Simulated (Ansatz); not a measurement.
SrMg6Mo:

```xyz
8
Lattice="6.5599 0.0000 0.0000 0.0000 6.5599 0.0000 0.0000 0.0000 4.3608" Properties=species:S:1:pos:R:3 pbc="T T T"
Mo    0.0000    0.0000    2.1804
Sr    3.2799    3.2799    2.1804
Mg    5.1414    5.1414    0.0000
Mg    1.4185    1.4185    0.0000
Mg    5.1414    1.4185    0.0000
Mg    1.4185    5.1414    0.0000
Mg    0.0000    3.2799    2.1804
Mg    3.2799    0.0000    2.1804
```

The cell comes from a database or a generator and needn't be the stable form of this composition.

| Property | Result |
| --- | --- |
| Program | Ansatz 0.2.0 |
| Task | single point |
| Functional | PBE |
| Potentials or basis | Ansatz PAW |
| Cutoff | 420 eV (not typed: the program's choice for these potentials) |
| k mesh | 4 × 4 × 6 |
| Occupations | fermi-dirac, width 0.05 eV |
| Spin | no spin polarisation |

On this cell: pressure 0.1 GPa; largest force 0.125 eV/Å; band gap on the k mesh none (metal or under the smearing width).

The same run follows on a disturbed copy (atoms moved at random, drawn with an rms of 0.05 Å):

```
Mo Sr Mg
1.0
     6.55989    0.00000    0.00000
     0.00000    6.55989    0.00000
     0.00000    0.00000    4.36084
Mo Sr Mg
1 1 6
Direct
  0.99768 0.00228 0.49714
  0.50462 0.50689 0.49084
  0.77633 0.78824 0.98800
  0.22677 0.22058 0.00291
  0.77585 0.21782 0.00370
  0.21483 0.78676 0.99596
  0.00770 0.50204 0.49907
  0.50265 0.99252 0.50320
```

**Question.** What changes?

**Answer.** The energy (extrapolated to zero smearing) moves by +5.3 meV/atom; pressure -0.1 GPa; largest force 0.372 eV/Å; band gap on the k mesh none (metal or under the smearing width).

Forces in eV/Å, atoms in the order of the input:
```
Mo   0.035  0.006  0.015
Sr  -0.014 -0.260  0.102
Mg   0.181 -0.127  0.132
Mg  -0.222  0.004 -0.084
Mg   0.244  0.113 -0.099
Mg  -0.002 -0.072  0.012
Mg  -0.153 -0.022 -0.009
Mg  -0.070  0.358 -0.070
```

Stress tensor (GPa, compression positive):
```
-0.40  0.01  0.05
 0.01  0.52  0.10
 0.05  0.10 -0.29
```
